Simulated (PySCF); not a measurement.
# C2H8O3Si2: the cost of one run

Programs: PySCF 2.14.0, with routines of our own; each step states its level. All values are computed. Atoms count from 0.

### Step 1. The starting structure

15 atoms, charge 0, multiplicity 1; geometry from: GFN2-xTB.

### Step 2. Magnetic properties: GIAO CAM-B3LYP/pcSseg-1

What the job is given:

```
{"job": {"kind": "mag", "xc": "CAM-B3LYP", "basis": "pcSseg-1", "isotopologues": 2}, "charge": 0, "multiplicity": 1}
Si     2.917253    -0.489453    -0.269924
O      1.590048    -0.075357    -1.115431
Si     0.018282     0.203654    -1.230826
O     -0.927116    -1.012130    -0.684033
C     -1.941328    -0.550485     0.158251
C     -1.720411     0.963298     0.416067
O     -0.534634     1.353835    -0.209886
H      2.724477    -1.826890     0.290213
H      3.132836     0.495781     0.789428
H      3.955895    -0.453184    -1.295499
H     -0.222662     0.516106    -2.624079
H     -2.907970    -0.722426    -0.325123
H     -1.904571    -1.122353     1.089715
H     -2.547538     1.546660    -0.000494
H     -1.636974     1.180934     1.484051
```

Level: GIAO CAM-B3LYP/pcSseg-1 magnetisability, rotational g tensor and spin-rotation constants, non-relativistic, gas phase.

Started as:

```console
> OMP_NUM_THREADS=1 python excited_run.py task.json out
```

The driver reads the jobs from task.json and runs them one after another.

**Question.** How long does this first job take on 1 thread of Arm Neoverse V1, shared host, and how much memory does it need?

About 35 s, with a peak of 0.84 GiB.
